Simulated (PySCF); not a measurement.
**[YbSF]−: shape, vibrations and bonding**

Task: relax [YbSF]−, compute its harmonic modes and analyse its electrons. It is a constructed species; whether it can be made isn't addressed.

Computed with PySCF 2.14.0. Level: PBE0, Yb lcecp-0-SVP with ECP60, S def2-SVP, F def2-SVP; scalar-relativistic core potentials, no spin–orbit coupling.

1 further run of the same task is left out (for a known fault of the program).

**1. Where the work starts**

3 atoms, charge -1, spin multiplicity 1.

Bond lengths: Yb1–S2 2.455 Å, Yb1–F3 2.182 Å. Angles: S2–Yb1–F3 131.8°.

Coordinates:

```xyz
3
charge -1, multiplicity 1
Yb    0.0000    0.0000    0.0000
S     2.2406    0.0000    1.0027
F    -1.9919    0.0000    0.8914
```

Formal oxidation states: Yb +2. Each metal's 14 4f electrons lie in its core potential, so multiplicities, spins and levels count the valence alone.

**2. SCF at the start, singlet**

Contents of run.py (the lines that set the calculation):

```python
mol = gto.M(atom='''
Yb     0.00000     0.00000     0.00000
S      2.24060     0.00000     1.00270
F     -1.99190     0.00000     0.89140''',
    basis={'Yb': 'lcecp-0-SVP', 'S': 'def2-SVP', 'F': 'def2-SVP'},
    ecp={'Yb': 'lcecp-0-SVP'},
    charge=-1, spin=0)
mf = dft.RKS(mol, xc='PBE0')
mf.grids.atom_grid = (50, 194)  # f atoms: unpruned, at least (60, 302)
mf = mf.density_fit()  # fitting sets: Yb AutoAux, S def2-universal-JKFIT, F def2-universal-JKFIT
mf.conv_tol = 1e-08; mf.max_cycle = 55
mf.kernel(dm0)  # dm0: free metal ions and neutral atoms
```

Launch:

```bash
OMP_NUM_THREADS=2 python run.py
```

The program printed:

```text
init E= -562.458270134952
cycle= 1 E= -519.99223139921  delta_E= 42.5  |g|= 5.82  |ddm|= 6.78
cycle= 2 E= -500.694569151202  delta_E= 19.3  |g|= 7.11  |ddm|= 10.3
cycle= 3 E= -523.758002986761  delta_E= -23.1  |g|= 3.35  |ddm|= 9.48
cycle= 4 E= -512.05810713359  delta_E= 11.7  |g|=  5.3  |ddm|= 10.4
cycle= 5 E= -529.759866640748  delta_E= -17.7  |g|= 1.86  |ddm|= 7.91
cycle= 6 E= -530.489742949441  delta_E= -0.73  |g|= 0.683  |ddm|=  1.3
cycle= 7 E= -530.672322215836  delta_E= -0.183  |g|= 0.238  |ddm|= 1.16
cycle= 8 E= -530.69257101396  delta_E= -0.0202  |g|= 0.111  |ddm|= 0.531
cycle= 9 E= -530.696809667495  delta_E= -0.00424  |g|= 0.0149  |ddm|= 0.168
cycle= 10 E= -530.696891705123  delta_E= -8.2e-05  |g|= 0.00437  |ddm|= 0.0306
cycle= 11 E= -530.696897557594  delta_E= -5.85e-06  |g|= 0.00101  |ddm|= 0.00566
cycle= 12 E= -530.696898073167  delta_E= -5.16e-07  |g|= 0.000223  |ddm|= 0.00235
cycle= 13 E= -530.696898107017  delta_E= -3.39e-08  |g|= 4.48e-05  |ddm|= 0.000757
cycle= 14 E= -530.696898109098  delta_E= -2.08e-09  |g|= 2.54e-05  |ddm|= 0.000206
Extra cycle  E= -530.696898109204  delta_E= -1.06e-10  |g|= 4.05e-05  |ddm|= 9.45e-05
converged SCF energy = -530.696898109204
```

It took 1.8 s on 2 threads of Arm Neoverse V2, shared host; peak memory 0.32 GiB.

Read off: E = -530.696898 Eh, frontier levels not given, since the 4f levels lie in the core, Mulliken charge on Yb1 +0.16 e. 

**3. Relaxation, singlet**

Steps are kept in the start's point group, Cs.

Contents of run.py (the lines that set the calculation):

```python
mol = gto.M(atom='''
Yb    -0.15025     0.00000    -0.21784
S      2.09035     0.00000     0.78486
F     -2.14215     0.00000     0.67356''',
    basis={'Yb': 'lcecp-0-SVP', 'S': 'def2-SVP', 'F': 'def2-SVP'},
    ecp={'Yb': 'lcecp-0-SVP'},
    charge=-1, spin=0)
mf = dft.RKS(mol, xc='PBE0')
mf.grids.atom_grid = (50, 194)  # f atoms: unpruned, at least (60, 302)
mf = mf.density_fit()  # fitting sets: Yb AutoAux, S def2-universal-JKFIT, F def2-universal-JKFIT
mf.conv_tol = 1e-08; mf.max_cycle = 55
mf.kernel(dm0)  # dm0: an SCF of this state at this start
# quasi-Newton relaxation in Cartesian coordinates to a largest gradient under 0.00045 Eh/bohr, steps kept in the point group
```

Launch:

```bash
OMP_NUM_THREADS=2 python run.py
```

No log is kept here; the results follow.

It took 12 s on 2 threads of Arm Neoverse V2, shared host.

The steps of the relaxation:

| step | energy from step 1 (eV) | largest force component (eV/Å) |
| --- | --- | --- |
| 1 | 0.0000 | 1.4166 |
| 2 | -0.0555 | 0.6491 |
| 3 | -0.0801 | 0.1221 |
| 4 | -0.0847 | 0.1674 |
| 5 | -0.0906 | 0.1761 |
| 6 | -0.0934 | 0.1201 |
| 7 | -0.0948 | 0.0437 |
| 8 | -0.0950 | 0.0256 |
| 9 | -0.0950 | 0.0108 |

Distances of close pairs at the start and the end, largest changes first:

| bond | before (Å) | after (Å) | change (Å) |
| --- | --- | --- | --- |
| Yb1–S2 | 2.455 | 2.565 | +0.110 |
| Yb1–F3 | 2.182 | 2.148 | -0.034 |

It ends in Cs at E = -530.700391 Eh.

```xyz
3

Yb   -0.19651    0.00000   -0.00548
S     2.26821    0.00000    0.70303
F    -2.27376    0.00000    0.54305
```

**4. The relaxed geometry turned into its symmetry frame**

Contents of run.py (the lines that set the calculation):

```python
mol = gto.M(atom='''
Yb    -0.17490     0.00000    -0.14705
S      2.28981     0.00000     0.56146
F     -2.25216     0.00000     0.40148''',
    basis={'Yb': 'lcecp-0-SVP', 'S': 'def2-SVP', 'F': 'def2-SVP'},
    ecp={'Yb': 'lcecp-0-SVP'},
    charge=-1, spin=0)
mf = dft.RKS(mol, xc='PBE0')
mf.grids.atom_grid = (50, 194)  # f atoms: unpruned, at least (60, 302)
mf = mf.density_fit()  # fitting sets: Yb AutoAux, S def2-universal-JKFIT, F def2-universal-JKFIT
mf.conv_tol = 1e-08; mf.max_cycle = 55
mf.kernel(dm0)  # dm0: free metal ions and neutral atoms
```

Launch:

```bash
OMP_NUM_THREADS=2 python run.py
```

The program printed:

```text
init E= -562.444932457794
cycle= 1 E= -520.977138290334  delta_E= 41.5  |g|= 5.55  |ddm|= 6.51
cycle= 2 E= -499.479078371569  delta_E= 21.5  |g|= 6.43  |ddm|= 10.1
cycle= 3 E= -522.207626143109  delta_E= -22.7  |g|= 3.48  |ddm|= 9.83
cycle= 4 E= -526.325594547676  delta_E= -4.12  |g|= 3.29  |ddm|= 9.78
cycle= 5 E= -530.260453371869  delta_E= -3.93  |g|= 1.29  |ddm|=  6.9
cycle= 6 E= -530.582775148657  delta_E= -0.322  |g|= 0.495  |ddm|= 0.836
cycle= 7 E= -530.672299843384  delta_E= -0.0895  |g|= 0.234  |ddm|= 0.658
cycle= 8 E= -530.695659706418  delta_E= -0.0234  |g|= 0.112  |ddm|= 0.633
cycle= 9 E= -530.700339680548  delta_E= -0.00468  |g|= 0.0101  |ddm|= 0.166
cycle= 10 E= -530.700386916355  delta_E= -4.72e-05  |g|= 0.00259  |ddm|= 0.0237
cycle= 11 E= -530.70038990843  delta_E= -2.99e-06  |g|= 0.001  |ddm|= 0.00669
cycle= 12 E= -530.700390490995  delta_E= -5.83e-07  |g|= 0.000141  |ddm|= 0.00285
cycle= 13 E= -530.700390506744  delta_E= -1.57e-08  |g|= 4.31e-05  |ddm|= 0.000652
cycle= 14 E= -530.700390508085  delta_E= -1.34e-09  |g|= 5.23e-06  |ddm|= 0.00016
Extra cycle  E= -530.700390508096  delta_E= -1.19e-11  |g|= 4.79e-06  |ddm|= 1.99e-05
converged SCF energy = -530.700390508096
```

Run time: 0.8 s. Hardware: 2 threads of Arm Neoverse V2, shared host.

Read off: E = -530.700391 Eh, frontier levels not given, since the 4f levels lie in the core, Mulliken charge on Yb1 +0.19 e. 

**5. Frequencies and infrared intensities**

run.py (the lines that set the calculation), as its differences from that of step 4:

```diff
@@ -10,3 +10,4 @@
 mf = mf.density_fit()  # fitting sets: Yb AutoAux, S def2-universal-JKFIT, F def2-universal-JKFIT
-mf.conv_tol = 1e-08; mf.max_cycle = 55
-mf.kernel(dm0)  # dm0: free metal ions and neutral atoms
+mf.conv_tol = 1e-10; mf.max_cycle = 55
+mf.kernel(dm0)  # dm0: the density of the relaxed state
+# Hessian and dipole derivatives by central differences of gradients, 0.02 bohr
```

Launch:

```bash
OMP_NUM_THREADS=2 python run.py
```

The driver keeps no SCF log for this step, only its results.

Wall time 17 s (2 threads of Arm Neoverse V2, shared host).

Point group Cs; negative numbers are unstable modes, and those under 60 cm⁻¹ are near the numerical noise:

| cm⁻¹ | km/mol | symmetry |
| --- | --- | --- |
| 46 | 38.0 | a' |
| 319 | 30.2 | a' |
| 437 | 69.8 | a' |

**6. Charges, bond orders and levels**

Contents of run.py (the lines that set the calculation):

```python
mol = gto.M(atom='''
Yb    -0.19651     0.00000    -0.00548
S      2.26821     0.00000     0.70303
F     -2.27376     0.00000     0.54305''',
    basis={'Yb': 'lcecp-0-SVP', 'S': 'def2-SVP', 'F': 'def2-SVP'},
    ecp={'Yb': 'lcecp-0-SVP'},
    charge=-1, spin=0)
mf = dft.RKS(mol, xc='PBE0')
mf.grids.atom_grid = (75, 302)  # f atoms: unpruned, at least (60, 302)
mf = mf.density_fit()  # fitting sets: Yb AutoAux, S def2-universal-JKFIT, F def2-universal-JKFIT
mf.conv_tol = 1e-09; mf.max_cycle = 55
mf.kernel(dm0)  # dm0: the density of the relaxed state
```

Launch:

```bash
OMP_NUM_THREADS=2 python run.py
```

The program printed:

```text
init E= -530.700387663431
cycle= 1 E= -530.700387662038  delta_E= 1.39e-09  |g|= 0.000105  |ddm|= 0.000163
cycle= 2 E= -530.700387655819  delta_E= 6.22e-09  |g|= 0.000192  |ddm|= 0.000288
cycle= 3 E= -530.700387664251  delta_E= -8.43e-09  |g|= 1.61e-05  |ddm|= 0.000211
cycle= 4 E= -530.700387664353  delta_E= -1.02e-10  |g|= 4.91e-07  |ddm|= 2.51e-05
Extra cycle  E= -530.700387664354  delta_E= -1.14e-12  |g|= 6.07e-07  |ddm|= 1.66e-06
converged SCF energy = -530.700387664354
```

Wall time 3.8 s (2 threads of Arm Neoverse V2, shared host).

It gives: E = -530.700388 Eh, frontier levels not given, since the 4f levels lie in the core, Mulliken charge on Yb1 +0.19 e, largest force component 0.011 eV/Å. 

Löwdin charges:

| atom | value (e) |
| --- | --- |
| Yb1 | -0.08 |
| S2 | -0.43 |
| F3 | -0.49 |

Mulliken charges: Yb1 +0.19, S2 -0.62, F3 -0.57 e.

Contacts (the nearest donor of each ligand) and Mayer bond orders:

| contact | distance (Å) | bond order |
| --- | --- | --- |
| Yb1–S2 (S) | 2.565 | 2.14 |
| Yb1–F3 (F) | 2.148 | 0.76 |

Mulliken populations of Yb1 outside the core potential: s 2.45, p 6.41, d 0.93, f 0.01.

**7. Outcome**

```
                                              quantity                                                           value
                                 state and point group                                      singlet in the valence, Cs
                                                 modes                                   46 to 437 cm⁻¹, none unstable
strongest infrared band (modes within 1.5 cm⁻¹ summed)                                            437 cm⁻¹ (70 km/mol)
                                     zero-point energy                                                        0.050 eV
                               ideal gas, 298 K, 1 bar                                  S = 312.6, Cp = 54.2 J/(mol K)
                                 metal–ligand contacts                                                  2.15 to 2.56 Å
                                       frontier levels  frontier levels not given, since the 4f levels lie in the core
                       dipole about the centre of mass                                                          7.79 D
                                   mean polarisability                                                         12.4 Å³
```

In words: All modes are real within the noise of the softest ones, so the structure is a minimum. The metal carries -0.08 e by Löwdin's partition against a formal +2, and bond orders to the nearest donors reach 2.14. Both measures hang on the basis. One start shape was tried, so another isomer may lie lower. These are double-zeta-type bases without diffuse functions. Spin–orbit coupling is left out.
